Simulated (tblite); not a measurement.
# C8H13FSi: the cost of one run

The runs use tblite 0.8.0 and PySCF 2.14.0, with density-fitted response routines of our own; the level of theory stands in each step. All values are computed, except where a source is named. Atoms are numbered from 0 throughout.

**1. Starting geometry**

23 atoms, charge 0, multiplicity 1; geometry from: force field or distance geometry start.

Bonds of the start (Å): C0–C1 1.51, C1–C2 1.32, C2–Si3 1.82, Si3–C4 1.83, C4–C5 1.48, C5–C6 1.51, C6–C7 1.52, C4–C8 1.52, C8–F9 1.36, C8–C2 1.51, C7–C5 1.49, C0–H10 1.09, C0–H11 1.11, C0–H12 1.12, C1–H13 1.07, Si3–H14 1.46, Si3–H15 1.48, C4–H16 1.10, C5–H17 1.13, C6–H18 1.11, C6–H19 1.12, C7–H20 1.08, C7–H21 1.13, C8–H22 1.10.

**2. Relaxing the molecule with GFN2-xTB**

Job settings and geometry (Å):

```
{"job": {"kind": "relax", "xc": "GFN2-xTB", "basis": "xTB"}, "charge": 0, "multiplicity": 1}
C      2.950600     1.099700    -0.211700
C      2.160000     0.048000    -0.953500
C      1.177000    -0.584700    -0.339100
Si     0.433100    -0.450400     1.315900
C     -0.910800    -1.137300     0.288800
C     -1.869600    -0.248200    -0.410100
C     -2.749800     0.711900     0.350700
C     -1.688100     1.214200    -0.613000
C      0.165200    -1.655200    -0.656900
F      0.617900    -2.865800    -0.224500
H      4.009600     1.001200    -0.454400
H      2.560700     2.087800    -0.542000
H      2.840400     0.968800     0.896500
H      2.410400    -0.217900    -1.956900
H      0.265500     0.876000     1.896400
H      0.987200    -1.482300     2.219500
H     -1.420500    -1.994100     0.763500
H     -2.421400    -0.782800    -1.237200
H     -3.813500     0.704900     0.043100
H     -2.537000     0.932300     1.427200
H     -0.851200     1.790700    -0.237200
H     -2.160900     1.586000    -1.568700
H     -0.159700    -1.575800    -1.708900
```

Launch:

```
$ OMP_NUM_THREADS=1 python probes_run.py task.json out
```

The driver reads the jobs from task.json and runs them one after another.

Q: Estimate the wall time of this first job on 1 thread of Arm Neoverse V1, shared host.

About 1.5 s.
